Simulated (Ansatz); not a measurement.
This script drives Ansatz's Python interface.

`torsion_ch6f2si2.py`:
```python
"""Energy of CH6F2Si2 as one group turns about a bond."""

import warnings

import ansatz as az
from ase import Atoms

warnings.simplefilter("ignore", az.DeckWarning)

atoms = Atoms(["C", "Si", "F", "F", "Si", "H", "H", "H", "H", "H", "H"], positions=[
    (-0.9745, -1.2482, 0.6112),
    (0.5323, -0.6455, -0.2168),
    (1.742, -1.141, 0.6608),
    (0.7016, -1.3331, -1.661),
    (0.5313, 1.65, -0.4288),
    (-1.0399, -2.2771, 0.7003),
    (-1.0998, -0.7746, 1.606),
    (-1.8665, -0.8963, 0.0131),
    (0.4194, 2.3188, 0.9698),
    (1.7681, 2.1729, -1.0404),
    (-0.6487, 2.1173, -1.1935),
])

# relax first, so that the scan starts from a minimum
first = (
    az.Crystal.molecule_from_ase(atoms).calculation()
    .basis(gaussian="def2-SVP")
    .functional("PBE0", dispersion="d3bj")
    .scf(lower_state_search="off")
    .relax(force_tolerance=0.02, max_steps=80)
)
atoms.positions = first.run(threads=1).report["positions_ang"]

start = atoms.get_dihedral(2, 1, 0, 5)
energies = {}
for turn in range(0, 121, 20):
    turned = atoms.copy()
    turned.set_dihedral(2, 1, 0, 5, start + turn, indices=[0, 5, 6, 7])
    calc = (
        az.Crystal.molecule_from_ase(turned).calculation()
        .basis(gaussian="def2-SVP")  # atom-centred Gaussian functions
        .functional("PBE0", dispersion="d3bj")
        .scf(lower_state_search="off")
    )
    energies[round((start + turn) % 360)] = calc.run(threads=1).report["free_energy_ev"]
floor = min(energies.values())
print("dihedral F2-Si1-C0-H5 (deg)   E - E(min) (kJ/mol)")
for angle, e in sorted(energies.items()):
    print(f"{angle:8d} {96.485332 * (e - floor):14.3f}  " + "#" * int(30 * (e - floor) / max(max(energies.values()) - floor, 1e-9)))
```

It is started by `python torsion_ch6f2si2.py`. Estimate its wall time and peak memory on 1 thread of Arm Neoverse V1 (shared host).

It took about 45 s, with a peak of 0.28 GiB, for 8 runs of the engine.

`python torsion_ch6f2si2.py` gives:
```text
dihedral F2-Si1-C0-H5 (deg)   E - E(min) (kJ/mol)
       3          4.866  ##############################
      23          3.652  ######################
      43          1.226  #######
      63          0.019
     303          0.000
     323          1.203  #######
     343          3.632  ######################
```

The settings weren't tested for convergence. The scan is rigid and the energies are electronic, in a modest basis. With rigid groups the curve can differ much from the relaxed path, the start wasn't checked as a minimum of this torsion, and equivalent turns needn't return to the same energy.
